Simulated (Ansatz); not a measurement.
Working through an equation of state with a fit of CsAuBr₃, space group Pm-3m

Computed with Ansatz 0.2.0, Python API.

Typed at the interpreter:
```pycon
>>> import ansatz as az
>>> from ase.eos import EquationOfState
>>> from ase.units import GPa
>>> import numpy as np
>>> VECTORS = np.array([
...     [5.47254, 0.0, 0.0],
...     [0.0, 5.47254, 0.0],
...     [0.0, 0.0, 5.47254],
... ])
>>> SITES = [
...     ('Cs', [0.5, 0.5, 0.5]),
...     ('Au', [0.0, 0.0, 0.0]),
...     ('Br', [0.0, 0.0, 0.5]),
...     ('Br', [0.5, 0.0, 0.0]),
...     ('Br', [0.0, 0.5, 0.0]),
... ]
>>> def make_crystal(cell):
...     crystal = az.Crystal(lattice=az.Lattice.of(cell))
...     for symbol, position in SITES:
...         crystal = crystal.atom(symbol, position)
...     return crystal
...
>>> # uniform scaling of the cell
>>> volumes, energies, pressures = [], [], []
>>> for scale in np.linspace(0.9, 1.1, 9):
...     cell = VECTORS * scale ** (1 / 3)
...     base = make_crystal(cell).calculation()
...     base = base.occupations('Marzari-Vanderbilt', width=0.15)
...     base = base.basis(500)
...     base = base.pseudopotentials('paw')
...     base = base.functional('r2scan').kpoints(4, 4, 4)
...     base = base.stress()
...     r = base.run().report
...     volumes.append(abs(np.linalg.det(cell)) / len(SITES))
...     energies.append(r['free_energy_ev'] / len(SITES))
...     pressures.append(np.trace(r['stress_gpa']) / 3)
...     print(f'V = {volumes[-1]:8.4f} A^3/atom  F = {energies[-1]:.5f} eV/atom  P = {pressures[-1]:8.3f} GPa')
...
V =  29.5012 A^3/atom  F = -5446.54890 eV/atom  P =    3.248 GPa
V =  30.3207 A^3/atom  F = -5446.56200 eV/atom  P =    1.913 GPa
V =  31.1401 A^3/atom  F = -5446.56880 eV/atom  P =    0.775 GPa
V =  31.9596 A^3/atom  F = -5446.57022 eV/atom  P =   -0.194 GPa
V =  32.7791 A^3/atom  F = -5446.56706 eV/atom  P =   -1.019 GPa
V =  33.5986 A^3/atom  F = -5446.56000 eV/atom  P =   -1.721 GPa
V =  34.4180 A^3/atom  F = -5446.54963 eV/atom  P =   -2.322 GPa
V =  35.2375 A^3/atom  F = -5446.53632 eV/atom  P =   -2.845 GPa
V =  36.0570 A^3/atom  F = -5446.52067 eV/atom  P =   -3.262 GPa
>>> eos = EquationOfState(volumes, energies, eos='murnaghan')
>>> v0, e0, bulk = eos.fit()
>>> print(f'V0 = {v0:.4f} A^3/atom, E0 = {e0:.5f} eV/atom, B = {bulk / GPa:.1f} GPa')
V0 = 31.7831 A^3/atom, E0 = -5446.57032 eV/atom, B = 35.8 GPa
```

A third-order Birch-Murnaghan fit through the 9 points (the script's own form differs a little) has its minimum at 31.79 Å³ an atom, 3.0 % below the typed cell, with a bulk modulus of 36 GPa and dB/dP = 5.1. From that minimum the energy rises by 21.4 meV an atom on the compressed side and 49.7 meV on the expanded side.

Reading the output:
- Total energies depend on the potentials; only differences at equal settings carry meaning.
- The cell holds an odd number of electrons and is run without spin, so a magnetic state may lie lower.
- The mesh is modest for a metal, so energies can be off by several to tens of meV an atom and pressures by half a GPa or more; differences at equal mesh fare better.
- Pressure is positive in compression.
- Spin-orbit coupling, which matters for elements this heavy, is left out.
- This cell is a computed structure, which may not be the phase found in nature.
- The whole script took 64 s on 1 thread of Arm Neoverse V2, on a shared host, peak memory 0.91 GiB.
